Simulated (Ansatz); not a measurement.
# F3H2NSi: the cost of one run

All numbers below are computed with Ansatz 0.2.0 (RKS PBE0-D4/def2-SVP).

### Step 1. Starting point

Bond lengths: N1–Si2 1.653 Å, Si2–F3 1.625 Å, Si2–F4 1.579 Å, Si2–F5 1.603 Å, N1–H6 1.047 Å, N1–H7 1.059 Å. Angles: N1–Si2–F3 107.6°, N1–Si2–F4 107.9°, N1–Si2–F5 108.0°, F3–Si2–F4 113.0°, F3–Si2–F5 110.8°, F4–Si2–F5 109.4°, Si2–N1–H6 107.2°, Si2–N1–H7 106.1°, H6–N1–H7 101.0°.

Coordinates:

```xyz
7

N    -0.1256    0.6986    0.8002
Si    0.2761   -0.4783   -0.2885
F    -0.8226   -0.4355   -1.4848
F     0.3005   -1.8592    0.4763
F     1.7421   -0.1550   -0.8502
H    -1.1326    0.5590    1.0507
H    -0.1767    1.6023    0.2505
```

### Step 2. Relaxing end A

Contents of input.yaml:

```yaml
crystal:
  periodic: [false, false, false]
  atoms:
    - { symbol: "N", position_ang: [-0.1256, 0.6986, 0.8002] }
    - { symbol: Si, position_ang: [0.2761, -0.4783, -0.2885] }
    - { symbol: F, position_ang: [-0.8226, -0.4355, -1.4848] }
    - { symbol: F, position_ang: [0.3005, -1.8592, 0.4763] }
    - { symbol: F, position_ang: [1.7421, -0.155, -0.8502] }
    - { symbol: H, position_ang: [-1.1326, 0.559, 1.0507] }
    - { symbol: H, position_ang: [-0.1767, 1.6023, 0.2505] }
basis:
  gaussian: { orbitals: def2-SVP }
hamiltonian:
  xc: pbe0
  dispersion: d4
relax:
  f_tol: 0.015
  max_steps: 40
output:
  orbitals: {}
```

The run is started by

```
> ansatz run input.yaml --threads 1 --pin off --max-ram 2048MiB --backend cpu --events-out ev --progress --plain --runs-dir out
```

Q: Estimate wall time and peak memory on 1 thread of Arm Neoverse N1, shared host.

About 44 s, with a peak of 0.16 GiB.
